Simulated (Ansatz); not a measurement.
Predict the output of the script below (the Python package of Ansatz (0.2.0)).

Script `run_energy.py`:
```python
# -*- coding: utf-8 -*-
'''Single point of C3H9BO2.'''

import ansatz
import numpy as np
import pandas as pd

c3h9bo2 = (
    ansatz.Crystal.molecule()
    .atom('C', (2.1238, -0.374, 0.668))
    .atom('C', (0.6063, -0.5333, 0.6507))
    .atom('C', (-0.0378, 0.4401, -0.3414))
    .atom('B', (-1.6255, 0.2818, -0.3552))
    .atom('O', (-2.2319, -0.9884, -0.7471))
    .atom('O', (-2.4764, 1.4061, 0.0268))
    .atom('H', (2.5452, -0.5827, -0.3385))
    .atom('H', (2.4002, 0.6573, 0.975))
    .atom('H', (2.5647, -1.0903, 1.3929))
    .atom('H', (0.3614, -1.5809, 0.3676))
    .atom('H', (0.2154, -0.3433, 1.6748))
    .atom('H', (0.2144, 1.4852, -0.0603))
    .atom('H', (0.3436, 0.2454, -1.3665))
    .atom('H', (-2.3577, -0.9144, -1.7268))
    .atom('H', (-2.6455, 1.8913, -0.8199))
)

base = (
    c3h9bo2.calculation()
    .basis(gaussian='6-31G*')
    .functional('PBE')
    .forces()  # eV per angstrom
)
trace = []
result = base.session().plan().execute(on_event=trace.append)
report = result.report
for event in trace:
    if event['event'] == 'mean_field_evaluation' and event['data']['evaluation'] <= 25:
        print('pass {evaluation:3d}  E = {energy_ev:.6f} eV  gradient {gradient_ev:.1e}'.format(**event['data']))

print('reference energy %16.6f eV' % report['reference_energy_ev'])
print('total energy     %16.6f eV' % report['free_energy_ev'])
print('occupied orbitals outside the frozen core (up, down):', report['n_occupied'], ' frozen:', report['n_frozen'], ' virtual:', report['n_virtual'])

field = report['mean_field']
print('<S^2> =', round(abs(field['state']['spin_squared']), 4), ' all-electron relativity setting:', field['relativity'])
print('passes:', field['passes'])
if 'symmetry' in field:
    print('occupied orbitals by irrep:', field['symmetry']['occupied'])

symbols = [site.symbol for site in c3h9bo2.cartesian_sites]
print('forces (eV/A)')
for symbol, f in zip(symbols, report['forces_ev_ang']):
    print(f'  {symbol:2s} {f[0]:9.4f} {f[1]:9.4f} {f[2]:9.4f}')

charges = report['charge_distribution']
table = pd.DataFrame({'atom': symbols, 'mulliken': charges['mulliken_charges_e'], 'lowdin': charges['lowdin_charges_e']})
print(table.round(3).to_string())
print('dipole (e A):', np.round(charges['dipole_moment_e_ang'], 4) + 0.0)
```

Running `python run_energy.py` prints:
```text
pass   1  E = -8003.954593 eV  gradient 8.8e+01
pass   2  E = -7973.474814 eV  gradient 1.5e+02
pass   3  E = -8019.047014 eV  gradient 1.7e+01
pass   4  E = -8019.526774 eV  gradient 7.8e+00
pass   5  E = -8019.652040 eV  gradient 2.1e+00
pass   6  E = -8019.661625 eV  gradient 5.8e-01
pass   7  E = -8019.662296 eV  gradient 2.0e-01
pass   8  E = -8019.661271 eV  gradient 2.1e-01
pass   9  E = -8019.661341 eV  gradient 8.4e-02
pass  10  E = -8019.569325 eV  gradient 3.8e-01
pass  11  E = -8019.569604 eV  gradient 5.0e-02
pass  12  E = -8019.569609 eV  gradient 9.6e-03
pass  13  E = -8019.569610 eV  gradient 5.8e-03
pass  14  E = -8019.569610 eV  gradient 9.0e-04
pass  15  E = -8019.569608 eV  gradient 3.4e-03
pass  16  E = -8019.569608 eV  gradient 2.9e-04
pass  17  E = -8019.569608 eV  gradient 1.3e-04
pass  18  E = -8019.569608 eV  gradient 3.7e-05
pass  19  E = -8019.569608 eV  gradient 3.7e-05
reference energy     -8019.569634 eV
total energy         -8019.569634 eV
occupied orbitals outside the frozen core (up, down): [24, 24]  frozen: 0  virtual: [84, 84]
<S^2> = 0.0  all-electron relativity setting: none
passes: {'evaluations': 17, 'products': 12}
occupied orbitals by irrep: [{'A': 24}, {'A': 24}]
forces (eV/A)
  C     0.2108   -0.1543    0.2380
  C     0.2454   -0.2288    0.0049
  C    -0.9178    0.2519    0.1417
  B    -1.2695    0.0371   -0.1958
  O     0.7230    1.8134   -0.0998
  O     0.9486   -1.3084   -1.0995
  H     0.0262    0.1047    0.2281
  H     0.0819   -0.2261   -0.1179
  H     0.1221    0.1881   -0.1611
  H    -0.1409    0.2388    0.1741
  H    -0.0202   -0.1652   -0.1986
  H     0.0749   -0.1835   -0.1618
  H     0.0918    0.0143    0.1001
  H    -0.0785   -0.3002    0.5446
  H    -0.0978   -0.0818    0.6031
   atom  mulliken  lowdin
0     C    -0.473  -0.340
1     C    -0.295  -0.231
2     C    -0.395  -0.272
3     B     0.429  -0.304
4     O    -0.563  -0.197
5     O    -0.558  -0.200
6     H     0.151   0.118
7     H     0.154   0.119
8     H     0.153   0.118
9     H     0.164   0.130
10    H     0.155   0.127
11    H     0.150   0.139
12    H     0.144   0.145
13    H     0.392   0.324
14    H     0.391   0.324
dipole (e A): [ 0.1378  0.1646 -0.5509]
```

Total energies depend on the basis set; only differences at equal settings carry meaning. The geometry is a force-field or estimated start, not a minimum of this method, and the basis set is short of its limit. The Löwdin charges here are taken after orthogonalising the functions within each atom; they differ from plain Löwdin charges, and their signs can be unphysical. Early passes use coarser integrals and grids, so their energies can't be compared with the last. Hardware and time: 5.6 s on 1 thread of Arm Neoverse V1 (shared host), peak memory 0.25 GiB.
